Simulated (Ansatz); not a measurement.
Crystal: EuCuBi.

```
CELL_PARAMETERS angstrom
4.66805 0.00000 0.00000
-2.33403 4.04265 0.00000
0.00000 0.00000 8.58726
ATOMIC_POSITIONS crystal
Bi 0.33333 0.66667 0.25000
Bi 0.66667 0.33333 0.75000
Eu 0.00000 0.00000 0.00000
Eu 0.00000 0.00000 0.50000
Cu 0.66667 0.33333 0.25000
Cu 0.33333 0.66667 0.75000
```

The cell is a database's computed one.

| Item | Value |
| --- | --- |
| Program | Ansatz 0.2.0 |
| Task | single point |
| Functional | PBEsol |
| Potentials or basis | Ansatz PAW |
| Cutoff | 420 eV (not typed: the program's choice for these potentials) |
| k mesh | 7 × 7 × 3 |
| Occupations | fermi-dirac, width 0.05 eV |
| Spin | collinear spin, ferromagnetic start |
| Starting moments | [0.0, 0.0, 7.0, 7.0, 0.6, 0.6] μB |

On this cell: pressure -3.8 GPa; largest force under 0.003 eV/Å; net moment 14.00 μB per cell; site moments Bi -0.03; Eu +6.85; Cu -0.00 μB; band gap on the k mesh none (metal or under the smearing width).

The same run follows on a disturbed copy (atoms moved at random, drawn with an rms of 0.05 Å):

```
Bi Eu Cu
1.0
     4.66805    0.00000    0.00000
    -2.33403    4.04265    0.00000
     0.00000    0.00000    8.58726
Bi Eu Cu
2 2 2
Direct
  0.33064 0.66775 0.25235
  0.66406 0.33596 0.74990
  0.99367 0.98580 0.99890
  0.00466 0.00464 0.50151
  0.67306 0.33535 0.24972
  0.33236 0.66417 0.74346
```

Problem. What changes?

Solution. The energy (extrapolated to zero smearing) moves by +1.9 meV/atom; pressure -3.7 GPa; largest force 0.193 eV/Å; net moment 14.00 μB per cell; site moments Bi -0.03; Eu +6.84; Cu -0.00 μB; band gap on the k mesh none (metal or under the smearing width).

Forces in eV/Å, atoms in the order of the input:
```
Bi   0.190 -0.013 -0.031
Bi   0.122 -0.135  0.015
Eu  -0.034  0.134  0.056
Eu  -0.053 -0.029 -0.050
Cu  -0.153 -0.033 -0.006
Cu  -0.073  0.076  0.015
```

Stress tensor (GPa, compression positive):
```
-3.94  0.07  0.02
 0.07 -4.06  0.02
 0.02  0.02 -3.24
```

Caveats: spin-orbit coupling is left out, which moves the levels of the heavy elements; without U or exact exchange the open f shell lies at the Fermi level, which spoils levels, moments and volumes; the PAW data sets come from PBE, with cores solved anew for the run's functional, which leaves a small shift of forces and pressure.
